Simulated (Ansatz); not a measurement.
**TiAl: energy and stress against strain**

The task, for TiAl: strain the cell along the Voigt pattern (1, 1, 0, 0, 0, 0).

Method: DFT r2SCAN, scalar-relativistic, plane waves, PAW, in Ansatz 0.2.0.

1 further run of the same task is left out (set aside as unsound or not needed). Runs told in other sessions of the task aren't counted.

**1. Starting point**

Symmetry: P-6m2, No. 187, hexagonal system. Conventional cell: a = 2.869 Å, b = 2.869 Å, c = 4.634 Å, α = 90.00°, β = 90.00°, γ = 120.00°. Ti (site symmetry -6m2) is surrounded by 6 Al at 2.85 Å and 6 Ti at 2.87 Å. Around Al (site symmetry -6m2) lie 6 Ti at 2.85 Å and 6 Al at 2.87 Å.

Coordinates:

```
Ti Al
1.0
     2.86860    0.00000    0.00000
    -1.43430    2.48428    0.00000
     0.00000    0.00000    4.63387
Ti Al
1 1
Direct
  0.00000 0.00000 0.00000
  0.33333 0.66667 0.50000
```

It goes back to an entry of the Materials Project, which need not be the stable form.

This cell was relaxed beforehand with the same method: volume 16.51 Å³/atom, gap on the mesh none (metal).

**2. The scan: energy and stress against strain**

The cell is strained by ε times the Voigt pattern (1, 1, 0, 0, 0, 0) (xx, yy, zz, yz, xz, xy; engineering shear), with fractional coordinates fixed (clamped ions). The stress on the pattern is the sum of the stress components weighted by it, tension positive.

**3. ε = -0.1000**

Contents of input.yaml:

```yaml
crystal:
  lattice:
    - [2.5817373488, 0.0, 0.0]
    - [-1.2908686744, 2.23585013, 0.0]
    - [0.0, 0.0, 4.6338675649]
  atoms:
    - { symbol: Ti, position: [0.0, 0.0, 0.0] }
    - { symbol: Al, position: [0.3333333333, 0.6666666667, 0.5] }
basis:
  ecutwfc: 500
kpoints:
  mp_grid: { grid: [24, 24, 14] }
hamiltonian:
  xc: r2scan
scf:
  occupations: { method: gaussian, width: 0.15 }
output:
  forces: true
  stress: true
  eigenvalues: true
```

On the command line:

```console
ansatz run input.yaml --threads 1 --pin off --max-ram 2560MiB --backend cpu --events-out ev --progress --plain --runs-dir out
```

What it wrote, cut to the lines that bear on the results:

```text
Warning: RAYON_NUM_THREADS=1 ignored (pool sized by the plan → 1); use --threads N
[...]
Pseudopotentials: kind: paw
Pseudopotential: Ti, paw, valence charge 12, recommended cutoff 500 eV (meta_gga), Ti.paw.azcp
Pseudopotential: Al, paw, valence charge 3, recommended cutoff 500 eV (meta_gga), Al.paw.azcp
Functional definition: r2SCAN
[...]
Crystal: 2 atoms, lattice volume = 26.748 Å³
Basis set: ecut = 500 eV, 677 PW (Γ), exchange–correlation on 80×80×144 points (64 copies of the dense FFT grid, shifted against one another)
Bands: 12, of which v1, the nominal top of the filled ones, is band 8 counted from 1 (7 counted from 0)
Symmetry: 12 space group operations
Space group: P-6m2 (ITA 187), of the structure as read, at distance tolerance 3.0e-5 Å
k-points: 488 of 8064 (time reversal used)
[...]
SCF iter   1: F=—  HF=-3044.607683 eV  |F-HF|=—  |Δ(HF+E_count)|=         —  Δρ=1.65e-2  dr2=1.08e-1  dr2_τ=3.22e-2  ethr=1.77e-3  ⟨swp⟩=5.0  Hψ=30031  notcnv=0
[...]
SCF iter   7: F=-3044.658183 eV  HF=-3044.658183 eV  |F-HF|=6.17e-9  |Δ(HF+E_count)|=   8.42e-8  Δρ=4.91e-6  dr2=1.02e-8  dr2_τ=3.03e-10  ethr=6.67e-10  ⟨swp⟩=5.5  Hψ=25373  notcnv=0
[...]
SCF converged after 7 iterations
Free energy (F): -3044.658183 eV
[...]
E sigma→0 (E₀):  -3044.648731 eV
Entropy (-TS):   -0.018903 eV (-9.451 meV/atom)
Fermi energy:    13.764613 eV
[...]
--- Forces (eV/Å), atoms counted from 1 ---
  atom   1  Ti     0.00000000     0.00000000     0.00000000
  atom   2  Al     0.00000000     0.00000000     0.00000000
[...]
--- Stress (GPa, compression-positive) ---
       42.012331       0.000000       0.000000
        0.000000      42.012331       0.000000
        0.000000       0.000000      16.169010
  P = ⅓ Tr σ = 33.3979 GPa (333.979 kbar)
--- Band table (eV; the first three rows and the last of 488) ---
  k-point 0: bands = ["-44.8104", "-20.1094", "-19.1704", "-19.1704", "2.7700", "10.5426", "10.6524", "15.3510", "15.3510", "17.5639", "17.8421", "17.8421"]
[...]
```

Wall time 60 s (1 thread of Intel Xeon at 2.50GHz (Skylake/Cascade Lake), shared host); peak memory 0.6 GiB.

**4. Point ε = 0.0750**

Edit input.yaml of step 3 so:

```diff
@@ -2,4 +2,4 @@
   lattice:
-    - [2.5817373488, 0.0, 0.0]
-    - [-1.2908686744, 2.23585013, 0.0]
+    - [3.0837418333, 0.0, 0.0]
+    - [-1.5418709166, 2.6705987664, 0.0]
     - [0.0, 0.0, 4.6338675649]
```

On the command line:

```console
ansatz run input.yaml --threads 1 --pin off --max-ram 2560MiB --backend cpu --events-out ev --progress --plain --runs-dir out
```

What it wrote, cut to the lines that bear on the results:

```text
[...]
SCF converged after 8 iterations
Free energy (F): -3045.099187 eV
[...]
E sigma→0 (E₀):  -3045.084261 eV
Entropy (-TS):   -0.029851 eV (-14.926 meV/atom)
Fermi energy:    8.739476 eV
[...]
--- Forces (eV/Å), atoms counted from 1 ---
  atom   1  Ti     0.00000000     0.00000000     0.00000000
  atom   2  Al    -0.00000000    -0.00000000     0.00000000
[...]
--- Stress (GPa, compression-positive) ---
      -13.370880      -0.000000       0.000000
        0.000000     -13.370880       0.000000
        0.000000       0.000000      -8.463773
  P = ⅓ Tr σ = -11.7352 GPa (-117.352 kbar)
--- Band table (eV; the first three rows and the last of 488) ---
  k-point 0: bands = ["-50.5609", "-25.7950", "-25.5294", "-25.5294", "0.0572", "6.8139", "7.3861", "9.8932", "9.8932", "11.0701", "11.0701", "13.1092"]
[...]
```

It took 78 s on 1 thread of Intel Xeon at 2.50GHz (Skylake/Cascade Lake), shared host; peak memory 0.73 GiB.

**5. At ε = -0.0500**

Edit input.yaml of step 4 so:

```diff
@@ -2,4 +2,4 @@
   lattice:
-    - [3.0837418333, 0.0, 0.0]
-    - [-1.5418709166, 2.6705987664, 0.0]
+    - [2.7251672016, 0.0, 0.0]
+    - [-1.3625836008, 2.3600640261, 0.0]
     - [0.0, 0.0, 4.6338675649]
```

On the command line:

```console
ansatz run input.yaml --threads 1 --pin off --max-ram 2560MiB --backend cpu --events-out ev --progress --plain --runs-dir out
```

What it wrote, cut to the lines that bear on the results:

```text
[...]
SCF converged after 7 iterations
Free energy (F): -3045.192378 eV
[...]
E sigma→0 (E₀):  -3045.181433 eV
Entropy (-TS):   -0.021891 eV (-10.945 meV/atom)
Fermi energy:    11.995965 eV
[...]
--- Forces (eV/Å), atoms counted from 1 ---
  atom   1  Ti     0.00000000     0.00000000     0.00000000
  atom   2  Al     0.00000000     0.00000000     0.00000000
[...]
--- Stress (GPa, compression-positive) ---
       16.151116       0.000000       0.000000
        0.000000      16.151116       0.000000
        0.000000       0.000000       7.645655
  P = ⅓ Tr σ = 13.3160 GPa (133.160 kbar)
--- Band table (eV; the first three rows and the last of 488) ---
  k-point 0: bands = ["-46.6412", "-21.9287", "-21.3023", "-21.3023", "1.8355", "9.2450", "9.4404", "13.5618", "13.5618", "15.5750", "15.5750", "16.2097"]
[...]
```

It took 65 s on 1 thread of Intel Xeon at 2.50GHz (Skylake/Cascade Lake), shared host; peak memory 0.64 GiB.

**6. ε = 0.0250**

Edit input.yaml of step 5 so:

```diff
@@ -2,4 +2,4 @@
   lattice:
-    - [2.7251672016, 0.0, 0.0]
-    - [-1.3625836008, 2.3600640261, 0.0]
+    - [2.9403119806, 0.0, 0.0]
+    - [-1.4701559903, 2.5463848703, 0.0]
     - [0.0, 0.0, 4.6338675649]
```

On the command line:

```console
ansatz run input.yaml --threads 1 --pin off --max-ram 2560MiB --backend cpu --events-out ev --progress --plain --runs-dir out
```

What it wrote, cut to the lines that bear on the results:

```text
Warning: RAYON_NUM_THREADS=1 ignored (pool sized by the plan → 1); use --threads N
[...]
[... 4 set-up lines as earlier in the session ...]
[...]
Crystal: 2 atoms, lattice volume = 34.695 Å³
Basis set: ecut = 500 eV, 881 PW (Γ), exchange–correlation on 96×96×144 points (64 copies of the dense FFT grid, shifted against one another)
Bands: 12, of which v1, the nominal top of the filled ones, is band 8 counted from 1 (7 counted from 0)
[... 1 set-up line as earlier in the session ...]
Space group: P-6m2 (ITA 187), of the structure as read, at distance tolerance 3.3e-5 Å
k-points: 488 of 8064 (time reversal used)
[...]
SCF iter   1: F=—  HF=-3045.306999 eV  |F-HF|=—  |Δ(HF+E_count)|=         —  Δρ=1.77e-2  dr2=1.46e-1  dr2_τ=1.26e-2  ethr=1.77e-3  ⟨swp⟩=5.0  Hψ=29623  notcnv=0
[...]
SCF iter   7: F=-3045.311490 eV  HF=-3045.311490 eV  |F-HF|=1.51e-9  |Δ(HF+E_count)|=   1.09e-7  Δρ=4.26e-6  dr2=2.49e-9  dr2_τ=2.85e-10  ethr=6.67e-10  ⟨swp⟩=5.3  Hψ=21717  notcnv=0
[...]
SCF converged after 7 iterations
Free energy (F): -3045.311490 eV
[...]
E sigma→0 (E₀):  -3045.297231 eV
Entropy (-TS):   -0.028518 eV (-14.259 meV/atom)
Fermi energy:    9.881364 eV
[...]
--- Forces (eV/Å), atoms counted from 1 ---
  atom   1  Ti     0.00000000    -0.00000000     0.00000000
  atom   2  Al     0.00000000    -0.00000000     0.00000000
[...]
--- Stress (GPa, compression-positive) ---
       -5.532219      -0.000000       0.000000
        0.000000      -5.532219       0.000000
        0.000000       0.000000      -3.403939
  P = ⅓ Tr σ = -4.8228 GPa (-48.228 kbar)
--- Band table (eV; the first three rows and the last of 488) ---
  k-point 0: bands = ["-49.1282", "-24.3818", "-24.0200", "-24.0200", "0.6903", "7.6459", "8.1086", "11.2243", "11.2243", "12.6801", "12.6801", "14.2821"]
[...]
```

Run time: 73 s. Hardware: 1 thread of Intel Xeon at 2.50GHz (Skylake/Cascade Lake), shared host; peak memory 0.7 GiB.

**7. At ε = 0.1000**

Edit input.yaml of step 6 so:

```diff
@@ -2,4 +2,4 @@
   lattice:
-    - [2.9403119806, 0.0, 0.0]
-    - [-1.4701559903, 2.5463848703, 0.0]
+    - [3.1554567597, 0.0, 0.0]
+    - [-1.5777283798, 2.7327057145, 0.0]
     - [0.0, 0.0, 4.6338675649]
```

On the command line:

```console
ansatz run input.yaml --threads 1 --pin off --max-ram 2560MiB --backend cpu --events-out ev --progress --plain --runs-dir out
```

What it wrote, cut to the lines that bear on the results:

```text
[...]
SCF converged after 8 iterations
Free energy (F): -3044.933903 eV
[...]
E sigma→0 (E₀):  -3044.918834 eV
Entropy (-TS):   -0.030138 eV (-15.069 meV/atom)
Fermi energy:    8.227117 eV
[...]
--- Forces (eV/Å), atoms counted from 1 ---
  atom   1  Ti     0.00000000     0.00000000     0.00000000
  atom   2  Al    -0.00000000    -0.00000000     0.00000000
[...]
--- Stress (GPa, compression-positive) ---
      -15.990284      -0.000000       0.000000
       -0.000000     -15.990284       0.000000
        0.000000       0.000000     -10.239807
  P = ⅓ Tr σ = -14.0735 GPa (-140.735 kbar)
--- Band table (eV; the first three rows and the last of 488) ---
  k-point 0: bands = ["-51.2064", "-26.4292", "-26.2029", "-26.2029", "-0.2261", "6.4475", "7.0659", "9.2882", "9.2882", "10.3545", "10.3545", "12.5649"]
[...]
```

It took 81 s on 1 thread of Intel Xeon at 2.50GHz (Skylake/Cascade Lake), shared host; peak memory 0.74 GiB.

**8. ε = -0.0750**

Edit input.yaml of step 7 so:

```diff
@@ -2,4 +2,4 @@
   lattice:
-    - [3.1554567597, 0.0, 0.0]
-    - [-1.5777283798, 2.7327057145, 0.0]
+    - [2.6534522752, 0.0, 0.0]
+    - [-1.3267261376, 2.2979570781, 0.0]
     - [0.0, 0.0, 4.6338675649]
```

On the command line:

```console
ansatz run input.yaml --threads 1 --pin off --max-ram 2560MiB --backend cpu --events-out ev --progress --plain --runs-dir out
```

What it wrote, cut to the lines that bear on the results:

```text
Warning: RAYON_NUM_THREADS=1 ignored (pool sized by the plan → 1); use --threads N
[...]
[... 4 set-up lines as earlier in the session ...]
[...]
Crystal: 2 atoms, lattice volume = 28.255 Å³
Basis set: ecut = 500 eV, 713 PW (Γ), exchange–correlation on 80×80×144 points (64 copies of the dense FFT grid, shifted against one another)
Bands: 12, of which v1, the nominal top of the filled ones, is band 8 counted from 1 (7 counted from 0)
[... 2 set-up lines as earlier in the session ...]
k-points: 488 of 8064 (time reversal used)
[...]
SCF iter   1: F=—  HF=-3044.946558 eV  |F-HF|=—  |Δ(HF+E_count)|=         —  Δρ=1.70e-2  dr2=1.26e-1  dr2_τ=2.52e-2  ethr=1.77e-3  ⟨swp⟩=5.0  Hψ=30095  notcnv=0
[...]
SCF iter   7: F=-3044.983153 eV  HF=-3044.983153 eV  |F-HF|=9.36e-9  |Δ(HF+E_count)|=   1.52e-7  Δρ=5.26e-6  dr2=1.58e-8  dr2_τ=4.01e-10  ethr=6.67e-10  ⟨swp⟩=3.2  Hψ=20703  notcnv=0
[...]
SCF converged after 7 iterations
Free energy (F): -3044.983153 eV
[...]
E sigma→0 (E₀):  -3044.973207 eV
Entropy (-TS):   -0.019892 eV (-9.946 meV/atom)
Fermi energy:    12.841450 eV
[...]
--- Forces (eV/Å), atoms counted from 1 ---
  atom   1  Ti     0.00000000     0.00000000     0.00000000
  atom   2  Al     0.00000000     0.00000000     0.00000000
[...]
--- Stress (GPa, compression-positive) ---
       27.664603       0.000000       0.000000
        0.000000      27.664603       0.000000
        0.000000       0.000000      11.751094
  P = ⅓ Tr σ = 22.3601 GPa (223.601 kbar)
--- Band table (eV; the first three rows and the last of 488) ---
  k-point 0: bands = ["-45.7426", "-21.0389", "-20.2729", "-20.2729", "2.2830", "9.9057", "9.9665", "14.4314", "14.4314", "16.6697", "16.6697", "16.8806"]
[...]
```

Run time: 58 s. Hardware: 1 thread of Intel Xeon at 2.50GHz (Skylake/Cascade Lake), shared host; peak memory 0.62 GiB.

**9. All points together**

All points in order; energies are free energies above the reference cell:

```
      ε  ΔE (meV/atom)  stress on the pattern (GPa)  pressure (GPa)
-0.1000          341.5                       -84.02            33.4
-0.0750          179.0                       -55.33            22.4
-0.0500           74.4                       -32.30            13.3
 0.0000            0.0                        -0.16             0.0
 0.0250           14.9                        11.06            -4.8
 0.0750          121.0                        26.74           -11.7
 0.1000          203.6                        31.98           -14.1
```

**10. Results**

```
                                                              quantity    value
slope of the stress at ε = 0, from the points at -0.0500, 0 and 0.0250  514 GPa
```

**Reading.** The slope of the stress at zero strain, 514 GPa, estimates C11 + C22 + 2 C12 with clamped ions in this Cartesian frame; letting the atoms relax could not make it stiffer. The step is wide, so higher orders mix in. The undisturbed cell stays the lowest of the sampled points. Compression costs more than tension: 341.5 against 203.6 meV/atom at the ends.
